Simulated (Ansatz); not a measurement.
# CH6NPSi: the cost of one run

Program: Ansatz 0.2.0, Gaussian basis. Level of theory: the settings change from run to run. These are calculated values, not measurements.

**1. The geometry**

The structure was relaxed beforehand with PBE0-D4 in a triple-zeta def2 set.

10 atoms, charge 0, spin multiplicity 1.

Atoms are counted from 1 here; the program's logs count them from 0.

Bond lengths: C1–N2 1.261 Å, C1–H5 1.099 Å, C1–H6 1.092 Å, N2–P3 1.717 Å, P3–Si4 2.265 Å, P3–H7 1.417 Å, Si4–H8 1.487 Å, Si4–H9 1.488 Å, Si4–H10 1.487 Å. Angles: N2–C1–H5 124.8°, N2–C1–H6 118.9°, H5–C1–H6 116.3°, C1–N2–P3 123.9°, N2–P3–Si4 104.4°, N2–P3–H7 97.2°, Si4–P3–H7 94.3°, P3–Si4–H8 109.9°, P3–Si4–H9 112.0°, P3–Si4–H10 107.3°, H8–Si4–H9 108.5°, H8–Si4–H10 108.9°, H9–Si4–H10 110.2°.

**2. RPA/6-31G***

This run has unrestricted orbitals, high accuracy.

The input, in.yaml:

```yaml
crystal:
  periodic: [false, false, false]
  atoms:
    - {symbol: C, position_ang: [-0.607815, 1.776341, 0.451081]}
    - {symbol: N, position_ang: [0.431556, 1.573562, -0.233779]}
    - {symbol: P, position_ang: [1.446145, 0.199723, -0.052960]}
    - {symbol: Si, position_ang: [0.021583, -1.561031, -0.069694]}
    - {symbol: H, position_ang: [-1.034345, 1.062945, 1.169540]}
    - {symbol: H, position_ang: [-1.138697, 2.723585, 0.337326]}
    - {symbol: H, position_ang: [1.802233, 0.062359, -1.417972]}
    - {symbol: H, position_ang: [-0.602007, -1.720484, 1.270549]}
    - {symbol: H, position_ang: [-1.059556, -1.392950, -1.077542]}
    - {symbol: H, position_ang: [0.824103, -2.775050, -0.373848]}
basis:
  gaussian: {orbitals: "6-31G*"}
magnetization: {spin_polarized: true, initial_magnetization: 0}
hamiltonian: {xc: {name: HSE06}}
correlation: {method: rpa}
accuracy: high
```

Launch:

```
> ansatz run in.yaml --threads 2 --pin off --events-out ev --progress --plain --max-ram 4352MiB
```

**Question.** How long does this run take on 2 threads of AMD EPYC, shared host, and how much memory does it need?

About 27 s, with a peak of 0.47 GiB.
